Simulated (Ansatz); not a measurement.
# C₂H₆OSW: up Jacob's ladder to CCSD(T)

One table from this session's results is given with a row withheld; the runs are named, their logs left out.

The runs use Ansatz 0.2.0, Gaussian basis; functionals in def2-TZVPP, the program's frozen cores in correlated methods.

The runs, in order: LDA (SPW92), PBE-D4, revPBE-D4, BLYP-D4, r2SCAN-D4, B97M-V, PBE0-D4, B3LYP-D4, r2SCANh-D4, r2SCAN0-D4, HSE06-D4, BHLYP-D4, CAM-B3LYP-D4, LC-ωPBE, ωB97X-V, ωB97M-V, B2PLYP, PBE-QIDH; CCSD(T)/def2-SVP; CCSD(T)/def2-TZVPP; MP2/def2-QZVPP; extrapolation to the limit; RPA on PBE.

## Structure used throughout

All runs share one geometry, relaxed beforehand with PBE0-D4 in a triple-zeta def2 set. W takes the def2 core potential; no spin-orbit term is included.

SMILES `[CH3][W]([CH3])(=[O])=[S]`, 11 atoms, charge 0, spin multiplicity 1.

Atoms are counted from 1 here; the program's logs count them from 0.

Bond lengths: C1–W2 2.099 Å, C1–H6 1.095 Å, C1–H7 1.093 Å, C1–H8 1.097 Å, W2–C3 2.099 Å, W2–O4 1.694 Å, W2–S5 2.131 Å, C3–H9 1.095 Å, C3–H10 1.093 Å, C3–H11 1.097 Å. Angles: W2–C1–H6 109.5°, W2–C1–H7 112.5°, W2–C1–H8 108.6°, H6–C1–H7 108.3°, H6–C1–H8 109.7°, H7–C1–H8 108.2°, C1–W2–C3 112.5°, C1–W2–O4 107.6°, C1–W2–S5 109.0°, C3–W2–O4 107.6°, C3–W2–S5 109.0°, O4–W2–S5 111.3°, W2–C3–H9 109.5°, W2–C3–H10 112.5°, W2–C3–H11 108.6°, H9–C3–H10 108.3°, H9–C3–H11 109.7°, H10–C3–H11 108.2°.

Set-up of the first run:

The input, in.yaml:

```yaml
crystal:
  periodic: [false, false, false]
  atoms:
    - {symbol: C, position_ang: [-1.708006, 0.508132, 0.165614]}
    - {symbol: W, position_ang: [0.207573, 0.317115, -0.671972]}
    - {symbol: C, position_ang: [1.471227, -0.896375, 0.484859]}
    - {symbol: O, position_ang: [0.032683, -0.422701, -2.185910]}
    - {symbol: S, position_ang: [1.080351, 2.252270, -0.853086]}
    - {symbol: H, position_ang: [-1.630833, 0.980187, 1.150662]}
    - {symbol: H, position_ang: [-2.376712, 1.111471, -0.452994]}
    - {symbol: H, position_ang: [-2.145684, -0.492154, 0.269034]}
    - {symbol: H, position_ang: [1.600570, -0.448970, 1.475948]}
    - {symbol: H, position_ang: [2.458295, -1.022316, 0.033536]}
    - {symbol: H, position_ang: [1.010516, -1.886658, 0.584300]}
basis:
  gaussian: {orbitals: def2-TZVPP}
hamiltonian: {xc: lda}
output: {orbitals: {seedname: orbitals}}
```

Launch:

```console
> ansatz run in.yaml --threads 4 --pin off --events-out ev --progress --plain --max-ram 11315MiB
```

Among the steps run: LDA; PBE-D4 (GGA); revPBE-D4 (GGA); BLYP-D4 (GGA); r2SCAN-D4 (meta-GGA); B97M-V (meta-GGA); B3LYP-D4 (hybrid); r2SCANh-D4 (hybrid); r2SCAN0-D4 (hybrid); HSE06-D4 (hybrid); BHLYP-D4 (hybrid); CAM-B3LYP-D4 (range-separated); LC-ωPBE (range-separated); ωB97X-V (range-separated); ωB97M-V (range-separated); B2PLYP (double hybrid); PBE-QIDH (double hybrid).

One of the session's tables, all rows but one given; the rest of the session is left out.

It belongs to the step «Frontier levels by functional». 

```
  functional  HOMO (eV)  LUMO (eV)  gap (eV)
 LDA (SPW92)      -6.52      -3.69      2.83
      PBE-D4      -6.36      -3.47      2.88
   revPBE-D4      -6.29      -3.39      2.91
     BLYP-D4      -6.20      -3.36      2.84
   r2SCAN-D4      -6.62      -3.39      3.23
      B97M-V      -6.67      -3.37      3.30
     PBE0-D4      -7.55      -2.73      4.82
    B3LYP-D4          ?          ?         ?
  r2SCANh-D4      -7.06      -3.10      3.96
  r2SCAN0-D4      -7.72      -2.67      5.05
    HSE06-D4      -7.15      -3.10      4.05
    BHLYP-D4      -8.59      -1.82      6.76
CAM-B3LYP-D4      -8.81      -1.69      7.13
     LC-ωPBE     -10.13      -0.59      9.54
     ωB97X-V      -9.80      -0.66      9.13
     ωB97M-V      -9.67      -0.72      8.95
```

Estimate the missing values for B3LYP-D4.

Worked estimate for «HOMO (eV)». Against the share of exact exchange, BLYP-D4 (0, -6.20), BHLYP-D4 (0.5, -8.59) give a slope of -4.78 per unit share; at 0.2 the line stands at -7.16.

The run gave: HOMO (eV): -7.31; LUMO (eV): -2.93; gap (eV): 4.38. In «HOMO (eV)» the line misses by +0.15.
